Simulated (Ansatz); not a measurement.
**InSb3 in Ansatz: convergence with scf exx energy threshold**

The system is InSb3.

```xyz
4
Lattice="4.8064 0.0000 0.0000 0.0000 4.8064 0.0000 0.0000 0.0000 4.8064" Properties=species:S:1:pos:R:3 pbc="T T T"
Sb    2.4032    2.4032    0.0000
Sb    0.0000    2.4032    2.4032
Sb    2.4032    0.0000    2.4032
In    0.0000    0.0000    0.0000
```

The cell comes from a database or a generator and needn't be the stable form of this composition.

| Quantity | Value |
| --- | --- |
| Program | Ansatz 0.2.0 |
| Task | convergence study |
| Functional | HSE06 |
| Potentials or basis | Ansatz PAW |
| Cutoff | 420 eV (not typed: the program's choice for these potentials) |
| k mesh | 3 × 3 × 3 |
| Occupations | gaussian, width 0.1 eV |
| Spin | no spin polarisation |

These are the settings of the first run; the series varies scf exx energy threshold, with any setting tied to it.

Hardware: 2 threads of Arm Neoverse V1 (shared host).

```csv
scf exx energy threshold,"energy less the tightest run, at zero smearing (meV/atom)",SCF cycles,CPU time (s),peak memory (GiB)
0.01,0.00,14,35,0.91
0.001,0.00,14,35,0.92
0.0001,0.00,14,34,0.92
1e-05,0.00,14,33,0.92
1e-06,0.00,15,33,0.91
1e-07,0.00,18,38,0.91
```

Against the tightest run, the energy stays within 1 meV/atom from 0.01 on. The tightest run that finished is the yardstick and may itself not be fully converged.

Caveat, for the tightest run too: the k mesh is coarse (spacing up to 0.44 Å⁻¹), so the values aren't converged, least of all with exact exchange. The run has no spin-orbit coupling, so splittings on Sb are missing.
